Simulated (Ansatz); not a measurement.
# C₂H₆AlF: one species, many methods

The task here is to estimate one member of a computed series from the others.

Method: functionals in def2-TZVPP, the program's frozen cores in correlated methods; program: Ansatz 0.2.0, Gaussian basis.

Levels to be run: LDA (SPW92), PBE-D4, revPBE-D4, BLYP-D4, r2SCAN-D4, B97M-V, PBE0-D4, B3LYP-D4, r2SCANh-D4, r2SCAN0-D4, HSE06-D4, BHLYP-D4, CAM-B3LYP-D4, LC-ωPBE, ωB97X-V, ωB97M-V, B2PLYP, PBE-QIDH; CCSD(T)/def2-SVP; CCSD(T)/def2-TZVPP; MP2/def2-QZVPP; extrapolation to the limit; RPA on PBE.

**The geometry**

All runs share one geometry, relaxed beforehand with PBE0-D4 in a triple-zeta def2 set.

SMILES `C[CH](F)[AlH2]`, 10 atoms, charge 0, spin multiplicity 1.

Atoms are counted from 1 here; the program's logs count them from 0.

Bond lengths: C1–C2 1.515 Å, C1–H5 1.094 Å, C1–H6 1.093 Å, C1–H7 1.094 Å, C2–F3 1.410 Å, C2–Al4 1.991 Å, C2–H8 1.100 Å, Al4–H9 1.584 Å, Al4–H10 1.590 Å. Angles: C2–C1–H5 110.9°, C2–C1–H6 111.9°, C2–C1–H7 110.1°, H5–C1–H6 107.7°, H5–C1–H7 108.0°, H6–C1–H7 108.1°, C1–C2–F3 108.5°, C1–C2–Al4 114.8°, C1–C2–H8 108.2°, F3–C2–Al4 109.4°, F3–C2–H8 105.8°, Al4–C2–H8 109.8°, C2–Al4–H9 120.9°, C2–Al4–H10 117.7°, H9–Al4–H10 121.4°.

The first run:

Input file in.yaml:

```yaml
crystal:
  periodic: [false, false, false]
  atoms:
    - {symbol: C, position_ang: [-0.591600, 0.047635, -1.159837]}
    - {symbol: C, position_ang: [-0.063034, -0.642810, 0.081055]}
    - {symbol: F, position_ang: [-1.141684, -1.267762, 0.739571]}
    - {symbol: Al, position_ang: [0.891340, 0.549237, 1.358388]}
    - {symbol: H, position_ang: [-1.116276, -0.661046, -1.807583]}
    - {symbol: H, position_ang: [-1.288687, 0.853034, -0.913537]}
    - {symbol: H, position_ang: [0.236199, 0.478130, -1.731334]}
    - {symbol: H, position_ang: [0.604338, -1.456773, -0.237403]}
    - {symbol: H, position_ang: [0.281052, 0.865445, 2.785454]}
    - {symbol: H, position_ang: [2.271455, 1.183710, 0.888327]}
basis:
  gaussian: {orbitals: def2-TZVPP}
hamiltonian: {xc: lda}
output: {orbitals: {seedname: orbitals}}
```

Command:

```console
$ ansatz run in.yaml --threads 2 --pin off --events-out ev --progress --plain --max-ram 4352MiB
```

Steps of the session up to this table: LDA; PBE-D4 (GGA); revPBE-D4 (GGA); BLYP-D4 (GGA); r2SCAN-D4 (meta-GGA); B97M-V (meta-GGA); B3LYP-D4 (hybrid); r2SCANh-D4 (hybrid); r2SCAN0-D4 (hybrid); HSE06-D4 (hybrid); BHLYP-D4 (hybrid); CAM-B3LYP-D4 (range-separated); LC-ωPBE (range-separated); ωB97X-V (range-separated); ωB97M-V (range-separated); B2PLYP (double hybrid); PBE-QIDH (double hybrid).

One table of the session follows, with a row left open; its other results are not shown here.

It belongs to the step «Orbital energies across the functionals». 

| functional | HOMO (eV) | LUMO (eV) | gap (eV) |
| --- | --- | --- | --- |
| LDA (SPW92) | -6.21 | -2.64 | 3.58 |
| PBE-D4 | -6.10 | -2.38 | 3.72 |
| revPBE-D4 | -6.05 | -2.26 | 3.79 |
| BLYP-D4 | -6.03 | -2.29 | 3.73 |
| r2SCAN-D4 | -6.37 | -2.04 | 4.32 |
| B97M-V | -6.51 | -2.32 | 4.20 |
| PBE0-D4 | -7.47 | -1.61 | 5.86 |
| B3LYP-D4 | -7.29 | -1.85 | 5.44 |
| r2SCANh-D4 | -6.88 | -1.79 | 5.09 |
| r2SCAN0-D4 | -7.65 | -1.42 | 6.24 |
| HSE06-D4 | -7.07 | -1.98 | 5.09 |
| BHLYP-D4 | -8.79 | -0.88 | 7.91 |
| CAM-B3LYP-D4 | -8.89 | -0.73 | 8.16 |
| LC-ωPBE | ? | ? | ? |
| ωB97X-V | -9.86 | 0.27 | 10.14 |
| ωB97M-V | -9.73 | -0.04 | 9.69 |

**Question.** Estimate the row for LC-ωPBE.

As computed: HOMO (eV): -10.20; LUMO (eV): 0.42; gap (eV): 10.62. In the column «HOMO (eV)» it is the lowest.
